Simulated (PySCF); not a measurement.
**A gas-phase reaction: F2H2OSi + F2 → F3HOSi + FH**

Wanted: the reaction energy for `O[SiH](F)F` + `FF` → `O[Si](F)(F)F` + `F`.

Programs: PySCF 2.14.0. All values are calculated, for the isolated system unless a continuum is named. Atoms count from 0, parts from 1.

### 1 Starting point

Each species was relaxed by itself at PBE0-D3(BJ)/def2-SVPD.

### 2 Reaction energy: wB97M-D3(BJ)/def2-TZVPD

The job: settings as JSON, then the geometry in Å.

```
{"job": {"kind": "react", "xc": "wB97M-D3(BJ)", "basis": "def2-TZVPD"}, "charge": 0, "multiplicity": 1}
-1 F2H2OSi charge 0 multiplicity 1
O      0.566950    -0.860320    -0.771110
Si     0.021820     0.345710     0.189860
F     -1.371100     0.949140    -0.372540
F     -0.331740    -0.201510     1.672430
H      0.030780    -1.637820    -0.944960
H      1.040550     1.398420     0.265040

-1 F2 charge 0 multiplicity 1
F      0.688900     0.011550     0.002700
F     -0.688900    -0.011550    -0.002700

+1 F3HOSi charge 0 multiplicity 1
O      1.135900    -0.157200     0.582190
Si    -0.369570    -0.012460    -0.000300
F     -0.669600     1.449060    -0.586200
F     -0.679560    -1.047590    -1.184230
F     -1.380620    -0.297320     1.200930
H      1.901010    -0.025380     0.018420

+1 FH charge 0 multiplicity 1
F      0.459810     0.014500     0.007210
H     -0.459810    -0.014500    -0.007210
```

Method: wB97M-D3(BJ)/def2-TZVPD reaction energy of separated species, gas phase.

Started as:

```console
$ OMP_NUM_THREADS=1 python cluster_run.py task.json out
```

The driver reads the jobs from task.json and runs them one after another.

The log of the run:

```text
species 1 (F2H2OSi)
coarse grid: 27136 points
cycle   1  E = -565.8786774520  dE =  2.542e-01  |g| = 9.181e-01  |ddm| = 1.875e+00
cycle   2  E = -565.8724521033  dE =  6.225e-03  |g| = 1.030e+00  |ddm| = 9.638e-01
cycle   3  E = -566.0229675615  dE = -1.505e-01  |g| = 3.591e-02  |ddm| = 4.743e-01
cycle   4  E = -566.0232689777  dE = -3.014e-04  |g| = 1.022e-02  |ddm| = 5.112e-02
cycle   5  E = -566.0232981930  dE = -2.922e-05  |g| = 2.732e-03  |ddm| = 1.476e-02
cycle   6  E = -566.0232994334  dE = -1.240e-06  |g| = 1.581e-03  |ddm| = 3.370e-03
final grid: 57088 points
cycle   7  E = -566.0232860869  dE = -1.174e-07  |g| = 1.742e-03  |ddm| = 2.614e-03
cycle   8  E = -566.0232859267  dE =  1.602e-07  |g| = 2.037e-03  |ddm| = 1.562e-03
cycle   9  E = -566.0232865449  dE = -6.182e-07  |g| = 3.365e-05  |ddm| = 8.435e-04
cycle  10  E = -566.0232865454  dE = -5.256e-10  |g| = 2.216e-05  |ddm| = 7.785e-05
converged SCF energy = -566.0232865454

species 2 (F2)
coarse grid: 10600 points
cycle   1  E = -199.6113006198  dE =  1.195e-02  |g| = 3.458e-01  |ddm| = 1.052e+00
cycle   2  E = -199.6264070759  dE = -1.511e-02  |g| = 1.647e-01  |ddm| = 1.842e-01
cycle   3  E = -199.6293652127  dE = -2.958e-03  |g| = 2.217e-02  |ddm| = 5.435e-02
cycle   4  E = -199.6294267936  dE = -6.158e-05  |g| = 8.600e-03  |ddm| = 1.161e-02
cycle   5  E = -199.6294376436  dE = -1.085e-05  |g| = 7.501e-04  |ddm| = 4.105e-03
cycle   6  E = -199.6294377819  dE = -1.383e-07  |g| = 3.049e-05  |ddm| = 6.348e-04
final grid: 23208 points
cycle   7  E = -199.6294280346  dE = -2.179e-09  |g| = 2.058e-05  |ddm| = 1.252e-04
cycle   8  E = -199.6294280346  dE = -7.000e-11  |g| = 1.072e-05  |ddm| = 1.686e-05
converged SCF energy = -199.6294280346

species 3 (F3HOSi)
coarse grid: 29968 points
cycle   1  E = -665.2422972022  dE =  4.695e-01  |g| = 9.902e-01  |ddm| = 2.066e+00
cycle   2  E = -665.2499238595  dE = -7.627e-03  |g| = 1.063e+00  |ddm| = 1.121e+00
cycle   3  E = -665.4050424083  dE = -1.551e-01  |g| = 4.055e-02  |ddm| = 5.337e-01
cycle   4  E = -665.4053663518  dE = -3.239e-04  |g| = 1.110e-02  |ddm| = 4.393e-02
cycle   5  E = -665.4053961675  dE = -2.982e-05  |g| = 4.110e-03  |ddm| = 1.087e-02
cycle   6  E = -665.4053985030  dE = -2.335e-06  |g| = 1.795e-03  |ddm| = 2.996e-03
final grid: 63320 points
cycle   7  E = -665.4054358424  dE = -2.053e-07  |g| = 2.045e-03  |ddm| = 2.394e-03
cycle   8  E = -665.4054356881  dE =  1.543e-07  |g| = 2.340e-03  |ddm| = 1.656e-03
cycle   9  E = -665.4054363890  dE = -7.009e-07  |g| = 3.432e-05  |ddm| = 8.703e-04
cycle  10  E = -665.4054363896  dE = -6.373e-10  |g| = 2.471e-05  |ddm| = 6.186e-05
converged SCF energy = -665.4054363896

species 4 (FH)
coarse grid: 7776 points
cycle   1  E = -100.4688151357  dE = -9.408e-02  |g| = 4.644e-01  |ddm| = 6.197e-01
cycle   2  E = -100.4724962021  dE = -3.681e-03  |g| = 5.038e-01  |ddm| = 3.808e-01
cycle   3  E = -100.5053096426  dE = -3.281e-02  |g| = 2.574e-02  |ddm| = 1.678e-01
cycle   4  E = -100.5053856208  dE = -7.598e-05  |g| = 5.006e-03  |ddm| = 1.077e-02
cycle   5  E = -100.5053902619  dE = -4.641e-06  |g| = 4.334e-04  |ddm| = 3.766e-03
final grid: 16976 points
cycle   6  E = -100.5053937389  dE = -6.400e-08  |g| = 1.070e-04  |ddm| = 8.222e-04
cycle   7  E = -100.5053937424  dE = -3.442e-09  |g| = 8.253e-05  |ddm| = 2.184e-04
cycle   8  E = -100.5053937433  dE = -8.903e-10  |g| = 2.034e-05  |ddm| = 3.753e-05
converged SCF energy = -100.5053937433

Reaction energy = -162.043 kcal/mol
```

Wall time 25 s (1 thread of Arm Neoverse V1, shared host); peak memory 0.7 GiB.

Species by species (with the dispersion term, which the log's SCF energies lack):

```tsv
ν	species	energy (Eh)	HOMO (eV)
-1	O[SiH](F)F	-566.02747	-13.00
-1	FF	-199.62975	-14.36
+1	O[Si](F)(F)F	-665.40982	-13.41
+1	F	-100.50563	-14.54
```

### 3 Reaction energy: PBE0-D3(BJ)/def2-TZVPD

The job, as its differences from that of step 2:

```diff
@@ -1,2 +1,2 @@
-{"job": {"kind": "react", "xc": "wB97M-D3(BJ)", "basis": "def2-TZVPD"}, "charge": 0, "multiplicity": 1}
+{"job": {"kind": "react", "xc": "PBE0", "basis": "def2-TZVPD", "disp": "d3bj"}, "charge": 0, "multiplicity": 1}
 -1 F2H2OSi charge 0 multiplicity 1
```

Method: PBE0-D3(BJ)/def2-TZVPD reaction energy of separated species, gas phase.

The log of the run:

```text
species 1 (F2H2OSi)
coarse grid: 6128 points
cycle   1  E = -565.3853658189  dE =  3.282e-01  |g| = 9.627e-01  |ddm| = 1.965e+00
cycle   2  E = -565.1929353373  dE =  1.924e-01  |g| = 1.470e+00  |ddm| = 1.215e+00
cycle   3  E = -565.5335566626  dE = -3.406e-01  |g| = 4.168e-02  |ddm| = 7.484e-01
cycle   4  E = -565.5337212319  dE = -1.646e-04  |g| = 3.293e-02  |ddm| = 4.102e-02
cycle   5  E = -565.5338817493  dE = -1.605e-04  |g| = 8.166e-03  |ddm| = 1.767e-02
cycle   6  E = -565.5338918339  dE = -1.008e-05  |g| = 8.384e-04  |ddm| = 4.264e-03
cycle   7  E = -565.5338919729  dE = -1.390e-07  |g| = 1.104e-04  |ddm| = 6.532e-04
final grid: 57088 points
cycle   8  E = -565.5394791682  dE = -3.267e-05  |g| = 4.434e-03  |ddm| = 1.936e-02
cycle   9  E = -565.5394748189  dE =  4.349e-06  |g| = 6.746e-03  |ddm| = 4.954e-03
cycle  10  E = -565.5394820149  dE = -7.196e-06  |g| = 2.982e-04  |ddm| = 3.167e-03
cycle  11  E = -565.5394820283  dE = -1.341e-08  |g| = 5.938e-05  |ddm| = 1.909e-04
cycle  12  E = -565.5394820287  dE = -3.363e-10  |g| = 2.819e-05  |ddm| = 4.987e-05
converged SCF energy = -565.5394820287

species 2 (F2)
coarse grid: 2176 points
cycle   1  E = -199.3949427441  dE =  9.181e-02  |g| = 2.764e-01  |ddm| = 1.051e+00
cycle   2  E = -199.4014724926  dE = -6.530e-03  |g| = 1.374e-01  |ddm| = 1.363e-01
cycle   3  E = -199.4037878319  dE = -2.315e-03  |g| = 2.290e-02  |ddm| = 5.059e-02
cycle   4  E = -199.4038508464  dE = -6.301e-05  |g| = 8.080e-03  |ddm| = 1.132e-02
cycle   5  E = -199.4038590521  dE = -8.206e-06  |g| = 1.816e-04  |ddm| = 3.279e-03
final grid: 23208 points
cycle   6  E = -199.4096322184  dE = -7.818e-06  |g| = 1.272e-03  |ddm| = 8.095e-03
cycle   7  E = -199.4096322724  dE = -5.397e-08  |g| = 1.037e-03  |ddm| = 8.889e-04
cycle   8  E = -199.4096324097  dE = -1.372e-07  |g| = 7.516e-05  |ddm| = 4.285e-04
cycle   9  E = -199.4096324104  dE = -7.262e-10  |g| = 1.987e-05  |ddm| = 3.198e-05
converged SCF energy = -199.4096324104

species 3 (F3HOSi)
coarse grid: 6592 points
cycle   1  E = -664.6314195604  dE =  5.473e-01  |g| = 1.045e+00  |ddm| = 2.163e+00
cycle   2  E = -664.4498536610  dE =  1.816e-01  |g| = 1.525e+00  |ddm| = 1.392e+00
cycle   3  E = -664.8008131397  dE = -3.510e-01  |g| = 4.349e-02  |ddm| = 8.404e-01
cycle   4  E = -664.8009266618  dE = -1.135e-04  |g| = 3.861e-02  |ddm| = 4.326e-02
cycle   5  E = -664.8011527172  dE = -2.261e-04  |g| = 5.766e-03  |ddm| = 1.922e-02
cycle   6  E = -664.8011574834  dE = -4.766e-06  |g| = 6.349e-04  |ddm| = 3.002e-03
final grid: 63320 points
cycle   7  E = -664.8106183324  dE = -4.440e-05  |g| = 5.617e-03  |ddm| = 2.620e-02
cycle   8  E = -664.8106116250  dE =  6.707e-06  |g| = 8.458e-03  |ddm| = 6.445e-03
cycle   9  E = -664.8106229604  dE = -1.134e-05  |g| = 3.258e-04  |ddm| = 3.970e-03
cycle  10  E = -664.8106229755  dE = -1.509e-08  |g| = 9.569e-05  |ddm| = 2.089e-04
cycle  11  E = -664.8106229765  dE = -1.029e-09  |g| = 4.489e-05  |ddm| = 7.345e-05
cycle  12  E = -664.8106229768  dE = -2.774e-10  |g| = 5.433e-06  |ddm| = 2.078e-05
converged SCF energy = -664.8106229768

species 4 (FH)
coarse grid: 1712 points
cycle   1  E = -100.3541381511  dE = -3.605e-02  |g| = 4.958e-01  |ddm| = 6.253e-01
cycle   2  E = -100.3146193325  dE =  3.952e-02  |g| = 7.430e-01  |ddm| = 5.125e-01
cycle   3  E = -100.3938623746  dE = -7.924e-02  |g| = 2.284e-02  |ddm| = 2.892e-01
cycle   4  E = -100.3939379321  dE = -7.556e-05  |g| = 4.205e-03  |ddm| = 9.787e-03
cycle   5  E = -100.3939399160  dE = -1.984e-06  |g| = 3.557e-04  |ddm| = 1.247e-03
final grid: 16976 points
cycle   6  E = -100.3948398177  dE = -1.859e-05  |g| = 4.003e-03  |ddm| = 7.541e-03
cycle   7  E = -100.3948378863  dE =  1.931e-06  |g| = 5.507e-03  |ddm| = 3.357e-03
cycle   8  E = -100.3948419879  dE = -4.102e-06  |g| = 9.886e-05  |ddm| = 2.016e-03
cycle   9  E = -100.3948419892  dE = -1.268e-09  |g| = 1.773e-05  |ddm| = 3.909e-05
cycle  10  E = -100.3948419892  dE = -4.698e-11  |g| = 3.062e-06  |ddm| = 1.023e-05
converged SCF energy = -100.3948419892

Reaction energy = -160.942 kcal/mol
```

Wall time 12 s (1 thread of Arm Neoverse V1, shared host); peak memory 0.63 GiB.

Reaction energy at this level: -160.9 kcal/mol.

### 4 Comparing the runs

Energies in kcal/mol, with wall time:

```tsv
run	reaction	time
wB97M-D3(BJ)/def2-TZVPD	-162.0	25 s
PBE0-D3(BJ)/def2-TZVPD	-160.9	12 s
```

### 5 Summary of results

| quantity | value |
| --- | --- |
| reaction energy (wB97M-D3(BJ)/def2-TZVPD) | -162.0 kcal/mol |
| ΔH, ΔG at 298 K (xTB thermal terms) | -160.5, -160.0 kcal/mol |
| range of the reaction energy over the runs of this table | -162.0 to -160.9 kcal/mol |

**Reading.** The reaction is exothermic by 160.5 kcal/mol in the gas phase; dispersion gives -0.07, and xTB itself gave -110.6 for the electronic energy (xTB energies and thermal terms come from the earlier relaxation of each species, not shown). No barrier was sought. xTB and this level differ widely in the electronic energy, so what comes from xTB (the thermal terms above all) is less safe here. The reaction energy runs from -162.0 (wB97M-D3(BJ)/def2-TZVPD) to -160.9 kcal/mol (PBE0-D3(BJ)/def2-TZVPD).
